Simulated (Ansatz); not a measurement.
# Al: the cost of one run

All numbers are computed with the Python package of Ansatz 0.2.0. Level of theory: DFT LDA, plane waves, PAW.

### Step 1. Starting point

Symmetry: P6_3/mmc, No. 194, hexagonal system. The conventional cell has a = 2.827 Å, b = 2.827 Å, c = 9.186 Å, α = 90.00°, β = 90.00°, γ = 120.00°. Al (site symmetry -3m) is surrounded by 12 Al at 2.82 to 2.83 Å. Around Al (site symmetry -6m2) lie 12 Al at 2.82 to 2.83 Å.

The script holds or builds the structure itself.

### Step 2. The script

File al_eos.py:

```python
# -*- coding: utf-8 -*-
"""Energy against volume for Al, with a fit."""

import warnings

import ansatz as az
import numpy as np
from scipy.optimize import curve_fit

vectors0 = np.array([
    [2.827077, 0.0, 0.0],
    [-1.413539, 2.448321, 0.0],
    [0.0, 0.0, 9.185993],
])
sites = [
    ("Al", [0.0, 0.0, 0.0]),
    ("Al", [1 / 3, 2 / 3, 0.25]),
    ("Al", [0.0, 0.0, 0.5]),
    ("Al", [2 / 3, 1 / 3, 0.75]),
]


def make_crystal(cell):
    crystal = az.Crystal(lattice=az.Lattice.of(cell))
    for symbol, position in sites:
        crystal = crystal.atom(symbol, position)
    return crystal

def vinet(v, e0, v0, b0, b1):
    eta = (v / v0) ** (1 / 3)
    return e0 + 2 * b0 * v0 / (b1 - 1) ** 2 * (2 - (5 + 3 * b1 * (eta - 1) - 3 * eta) * np.exp(-1.5 * (b1 - 1) * (eta - 1)))

warnings.simplefilter("ignore", az.DeckWarning)

# uniform scaling of the cell
volumes, energies, pressures = [], [], []
for scale in np.linspace(0.94, 1.06, 7):
    cell = vectors0 * scale ** (1 / 3)
    model = (
        make_crystal(cell).calculation()
        .functional("lda")
        .basis(510)
        .occupations("fermi_dirac", width=0.15)
        .kpoints(9, 9, 3)
        .stress()
    )
    report = model.run().report
    volumes.append(abs(np.linalg.det(cell)) / len(sites))
    energies.append(report["free_energy_ev"] / len(sites))
    pressures.append(np.trace(report["stress_gpa"]) / 3)
    print(f"V = {volumes[-1]:8.4f} A^3/atom  F = {energies[-1]:.5f} eV/atom  P = {pressures[-1]:8.3f} GPa")

guess = (min(energies), volumes[int(np.argmin(energies))], 0.5, 4.5)
(e0, v0, b0, b1), _ = curve_fit(vinet, np.array(volumes), np.array(energies), p0=guess, maxfev=20000)
print(f"Vinet fit: V0 = {v0:.4f} A^3/atom, B0 = {160.21766 * b0:.1f} GPa, B1 = {b1:.2f}")
print("largest residual", round(1000 * float(np.abs(vinet(np.array(volumes), e0, v0, b0, b1) - energies).max()), 3), "meV/atom")
```

### Step 3. What the engine is handed

The package turns the script's settings into the engine's input (first run):

```yaml
crystal:
  lattice:
    - [2.7693653574692636, 0.0, 0.0]
    - [-1.3846831685276861, 2.3983412412765923, 0.0]
    - [0.0, 0.0, 8.998471137558386]
  atoms:
    - { symbol: Al, position: [0.0, 0.0, 0.0] }
    - { symbol: Al, position: [0.3333333333333333, 0.6666666666666666, 0.25] }
    - { symbol: Al, position: [0.0, 0.0, 0.5] }
    - { symbol: Al, position: [0.6666666666666666, 0.3333333333333333, 0.75] }
basis:
  ecutwfc: 510.0
kpoints:
  mp_grid:
    grid: [9, 9, 3]
hamiltonian:
  xc: lda
scf:
  occupations:
    method: fermi_dirac
    width: 0.15
output:
  stress: true
```

### Step 4. The run

Run with:

```sh
$ python al_eos.py
```

**Question.** How long does this script take on 1 thread of Arm Neoverse V1, shared host, and how much memory does it need?

About 9.8 s, with a peak of 0.42 GiB.
